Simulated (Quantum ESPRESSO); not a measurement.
# Ti2BN in Quantum ESPRESSO: the effect of pseudo set

The system is Ti2BN.

```
Ti B N
1.0
     3.00945    0.00000    0.00000
    -1.50473    2.60626    0.00000
     0.00000    0.00000    5.82634
Ti B N
2 1 1
Cartesian
  0.0000 0.0000 1.4948
  0.0000 0.0000 4.3315
  0.0000 0.0000 2.9132
  0.0000 0.0000 0.0000
```

The cell was built by a generator and needn't be a form met in nature.

Alike in all runs:

| Item | Value |
| --- | --- |
| Program | Quantum ESPRESSO 7.5 |
| Task | phonons |
| Functional | PBE |
| k mesh | 6 × 6 × 2, shifted |
| Occupations | fermi-dirac, width 0.05 eV |
| Spin | no spin polarisation |

Each run relaxes the cell or the atoms first.

| pseudo set | cutoff | highest phonon frequency (cm⁻¹) |
| --- | --- | --- |
| JTH 2.0 PBE | 707 eV | ? |
| SSSP 1.3 efficiency PBE | 816 eV | 1678 |
| PseudoDojo 0.4.1 SR PBE standard | 1143 eV | 1664 |

Task: What does the run with pseudo set JTH 2.0 PBE give?

Result: Highest phonon frequency 1769 cm⁻¹.

Caveats: all runs use coarse meshes; the mesh is thin for the phonons of a metal; some modes are imaginary; the cell is more than 3 GPa from zero pressure, which shifts response properties.
